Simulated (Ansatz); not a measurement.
**C₂H₆FGaO: vertical ionisation energy**

One table from this session's results is given with a row withheld; the runs are named, their logs left out.

Computed with Ansatz 0.2.0, Gaussian basis. Level: unrestricted cation, the program's frozen cores in correlated methods.

Levels to be run: UKS PBE-D4/def2-TZVPP; UKS r2SCAN-D4/def2-TZVPP; UKS PBE0-D4/def2-TZVPP; UKS B3LYP-D4/def2-TZVPP; UKS wB97X-V/def2-TZVPP; UKS wB97M-V/def2-TZVPP; UKS B2PLYP/def2-TZVPP; UHF-CCSD(T)/def2-TZVPP; UHF-MP2/def2-QZVPP; extrapolation to the limit; then −ε(HOMO) from the neutral's earlier runs with LDA (SPW92), PBE-D4, revPBE-D4, BLYP-D4, r2SCAN-D4, B97M-V, PBE0-D4, B3LYP-D4, r2SCANh-D4, r2SCAN0-D4, HSE06-D4, BHLYP-D4, CAM-B3LYP-D4, LC-ωPBE, ωB97X-V, ωB97M-V.

### Structure used throughout

The geometry comes from an earlier relaxation with PBE0-D4 in a triple-zeta def2 set; it is a stationary point, not always the lowest conformer.

SMILES `C[O][Ga]([CH3])[F]`, 11 atoms, charge 0, spin multiplicity 1.

Atoms are counted from 1 here; the program's logs count them from 0.

Bond lengths: C1–O2 1.404 Å, C1–H6 1.095 Å, C1–H7 1.099 Å, C1–H8 1.095 Å, O2–Ga3 1.773 Å, Ga3–C4 1.944 Å, Ga3–F5 1.753 Å, C4–H9 1.092 Å, C4–H10 1.090 Å, C4–H11 1.090 Å. Angles: O2–C1–H6 109.8°, O2–C1–H7 113.7°, O2–C1–H8 110.0°, H6–C1–H7 107.6°, H6–C1–H8 108.0°, H7–C1–H8 107.6°, C1–O2–Ga3 123.4°, O2–Ga3–C4 128.7°, O2–Ga3–F5 110.2°, C4–Ga3–F5 121.1°, Ga3–C4–H9 109.5°, Ga3–C4–H10 109.6°, Ga3–C4–H11 111.2°, H9–C4–H10 108.3°, H9–C4–H11 108.6°, H10–C4–H11 109.5°.

The first run:

File in.yaml:

```yaml
crystal:
  periodic: [false, false, false]
  atoms:
    - {symbol: C, position_ang: [0.005335, -0.116760, 1.965637]}
    - {symbol: O, position_ang: [0.528559, 0.895824, 1.145922]}
    - {symbol: Ga, position_ang: [0.453252, 0.855675, -0.624612]}
    - {symbol: C, position_ang: [-0.310735, -0.509743, -1.778236]}
    - {symbol: F, position_ang: [1.192029, 2.297072, -1.293828]}
    - {symbol: H, position_ang: [0.794211, -0.515237, 2.612488]}
    - {symbol: H, position_ang: [-0.423872, -0.959670, 1.406025]}
    - {symbol: H, position_ang: [-0.783513, 0.291000, 2.607035]}
    - {symbol: H, position_ang: [-1.334184, -0.235407, -2.040675]}
    - {symbol: H, position_ang: [0.271699, -0.579770, -2.696944]}
    - {symbol: H, position_ang: [-0.327281, -1.480085, -1.282211]}
basis:
  gaussian: {orbitals: def2-TZVPP}
total_charge: 1
magnetization: {spin_polarized: true, initial_magnetization: 1}
hamiltonian: {xc: pbe, dispersion: d4}
```

Run with:

```sh
> ansatz run in.yaml --threads 2 --pin off --events-out ev --progress --plain --max-ram 22528MiB --backend cpu
```

Among the steps run: Cation, UKS PBE-D4/def2-TZVPP; Cation, UKS r2SCAN-D4/def2-TZVPP; Cation, UKS PBE0-D4/def2-TZVPP; Cation, UKS B3LYP-D4/def2-TZVPP; Cation, UKS wB97X-V/def2-TZVPP; Cation, UKS wB97M-V/def2-TZVPP; Cation, UKS B2PLYP (frozen core)/def2-TZVPP; Cation, UHF-CCSD(T)/def2-TZVPP; Cation, UHF-MP2/def2-QZVPP.

One table of the session follows, with a row left open; its other results are not shown here.

It belongs to the step «Ionisation energies side by side». Orbital estimates, from the neutral's runs:

| functional | −ε(HOMO) (eV) |
| --- | --- |
| LDA (SPW92) | 6.66 |
| PBE-D4 | 6.49 |
| revPBE-D4 | 6.42 |
| BLYP-D4 | ? |
| r2SCAN-D4 | 6.80 |
| B97M-V | 6.90 |
| PBE0-D4 | 8.02 |
| B3LYP-D4 | 7.79 |
| r2SCANh-D4 | 7.38 |
| r2SCAN0-D4 | 8.25 |
| HSE06-D4 | 7.61 |
| BHLYP-D4 | 9.53 |
| CAM-B3LYP-D4 | 9.50 |
| LC-ωPBE | 10.85 |
| ωB97X-V | 10.51 |
| ωB97M-V | 10.44 |

**Question.** Estimate the row for BLYP-D4.

Worked estimate for «−ε(HOMO) (eV)». Against the share of exact exchange, B3LYP-D4 (0.2, 7.79), BHLYP-D4 (0.5, 9.53) give a slope of 5.80 per unit share; at 0 the line stands at 6.63.

The run gave: −ε(HOMO) (eV): 6.41. In «−ε(HOMO) (eV)» the line misses by +0.22.
